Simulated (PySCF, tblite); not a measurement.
# C4H4F4OSi: geometry, infrared bands and NMR shifts

Wanted: the infrared bands and NMR shifts of C4H4F4OSi (`O=C(F)/C(=C/[SiH3])C(F)(F)F`), by calculation.

Computed with tblite 0.8.0 and PySCF 2.14.0, with density-fitted response routines of our own, on a single molecule in the gas phase. Atoms are numbered from 0 throughout.

### Step 1. The starting structure

14 atoms, charge 0, multiplicity 1; geometry from: force field or distance geometry start.

Bonds of the start (Å): O0–C1 1.23, C1–F2 1.36, C1–C3 1.47, C3–C4 1.32, C4–Si5 1.79, C3–C6 1.46, C6–F7 1.40, C6–F8 1.40, C6–F9 1.34, C4–H10 1.09, Si5–H11 1.48, Si5–H12 1.45, Si5–H13 1.50.

### Step 2. Geometry optimisation with GFN2-xTB

Job settings and geometry (Å):

```
{"job": {"kind": "relax", "xc": "GFN2-xTB", "basis": "xTB"}, "charge": 0, "multiplicity": 1}
O     -2.878500    -0.870100     0.282800
C     -1.737000    -1.254800     0.032100
F     -1.515500    -2.576400    -0.223100
C     -0.624000    -0.294700     0.042400
C      0.588200    -0.745400    -0.200900
Si     2.047900     0.298200    -0.238900
C     -0.905500     1.104000     0.342900
F     -1.465100     1.211200     1.625900
F     -1.950100     1.438500    -0.521900
F      0.064100     2.002600     0.104800
H      0.691000    -1.813400    -0.418700
H      2.293800     0.749800    -1.630600
H      2.160200     1.341900     0.765600
H      3.229800    -0.591800     0.015500
```

Launch:

```
> OMP_NUM_THREADS=1 python probes_run.py task.json out
```

The driver reads the jobs from task.json and runs them one after another.

**Question.** This job is followed by: GFN2-xTB harmonic vibrations, gas phase; GIAO PBE0/pcSseg-1 NMR shielding, non-relativistic, gas phase. Predict these results of the whole session: strongest single infrared mode (GFN2-xTB); zero-point energy (GFN2-xTB); 13C shifts against TMS (PBE0/pcSseg-1); 1H shifts against TMS (PBE0/pcSseg-1, means over atoms taken as alike); 17O shifts against H2O (PBE0/pcSseg-1); 19F shifts against CFCl3 (PBE0/pcSseg-1, means over atoms taken as alike); 29Si shifts against TMS (PBE0/pcSseg-1); surface potential, 1st and 99th percentile.

The runs gave:

| quantity | value |
| --- | --- |
| strongest single infrared mode (GFN2-xTB) | 1844 cm⁻¹, 513 km/mol |
| zero-point energy (GFN2-xTB) | 44.3 kcal/mol |
| 13C shifts against TMS (PBE0/pcSseg-1) | 164.0, 157.8, 141.8, 131.9 ppm |
| 1H shifts against TMS (PBE0/pcSseg-1, means over atoms taken as alike) | 8.43, 4.38 ppm |
| 17O shifts against H2O (PBE0/pcSseg-1) | 448.6 ppm |
| 19F shifts against CFCl3 (PBE0/pcSseg-1, means over atoms taken as alike) | 24.1, -76.6 ppm |
| 29Si shifts against TMS (PBE0/pcSseg-1) | -80.1 ppm |
| surface potential, 1st and 99th percentile | -1.25 V and 1.62 V |

In words: Over 60 steps the energy fell by 0.901 eV; of the close pairs, C4–Si5 changed most, 1.795 to 1.905 Å. The lowest mode is slightly imaginary (4i cm⁻¹), a soft motion within the noise of the Hessian, so the minimum is not strictly shown. The strongest single mode, at 1844 cm⁻¹, moves mainly C1 and O0. GFN2-xTB is a fitted tight-binding method: band positions and strengths are rough. Its intensities can rank the bands wrongly. At PBE0/pcSseg-1: The largest span, 612 ppm, is at O0, where the paramagnetic term is -512 ppm. At PBE0/pcSseg-1, counted by nearest atom on the grid, the HOMO lies on O0 57 %; F2 9 %, the LUMO on C4 33 %; C1, C3 about 16 % each.
